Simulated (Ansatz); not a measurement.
# Ir: the cost of one run

Computed with Ansatz 0.2.0 (DFT r2SCAN, scalar-relativistic, plane waves, PAW, unless a step's input says otherwise).

## 1. The structure to begin with

It takes space group Fm-3m (No. 225, cubic). Conventional cell: a = 3.839 Å, b = 3.839 Å, c = 3.839 Å, α = 90.00°, β = 90.00°, γ = 90.00°. Around Ir (site symmetry m-3m) lie 12 Ir at 2.71 Å.

Structure file:

```cif
data_structure
_symmetry_space_group_name_H-M 'Fm-3m'
_symmetry_Int_Tables_number 225
_cell_length_a 3.8394
_cell_length_b 3.8394
_cell_length_c 3.8394
_cell_angle_alpha 90.000
_cell_angle_beta 90.000
_cell_angle_gamma 90.000
_cell_volume 56.60
loop_
_atom_site_label
_atom_site_type_symbol
_atom_site_symmetry_multiplicity
_atom_site_Wyckoff_symbol
_atom_site_fract_x
_atom_site_fract_y
_atom_site_fract_z
_atom_site_occupancy
Ir1 Ir 4 a 0.00000 0.00000 0.00000 1
```

The cell is taken as given, not relaxed at this level.

## 2. The reference cell

The reference gives a free energy of -11948.7278 eV, pressure 1.51 GPa, largest force 0.000 eV/Å and gap on the mesh none (metal). It was computed beforehand with the settings of the runs below.

## 3. Next: a tetragonal deformation path

At fixed volume and fractional coordinates, lengths along (0.000, 0.000, 1.000) are scaled against those across it; ρ is that ratio over its starting value.

## 4. At ρ = 0.707

input.yaml reads:

```yaml
crystal:
  lattice:
    - [0.0, 2.154898871, 1.5235135018]
    - [2.154898871, 0.0, 1.5235135018]
    - [2.154898871, 2.154898871, 0.0]
  atoms:
    - { symbol: Ir, position: [0.0, 0.0, 0.0] }
basis:
  ecutwfc: 500
kpoints:
  mp_grid: { grid: [24, 24, 24] }
hamiltonian:
  xc: r2scan
scf:
  occupations: { method: gaussian, width: 0.15 }
output:
  forces: true
  stress: true
  eigenvalues: true
```

Command:

```
> ansatz run input.yaml --threads 1 --pin off --max-ram 2560MiB --backend cpu --events-out ev --progress --plain --runs-dir out
```

What time and memory should one allow on 1 thread of Intel Xeon at 2.50GHz (Skylake/Cascade Lake), shared host?

About 47 s, with a peak of 0.56 GiB.
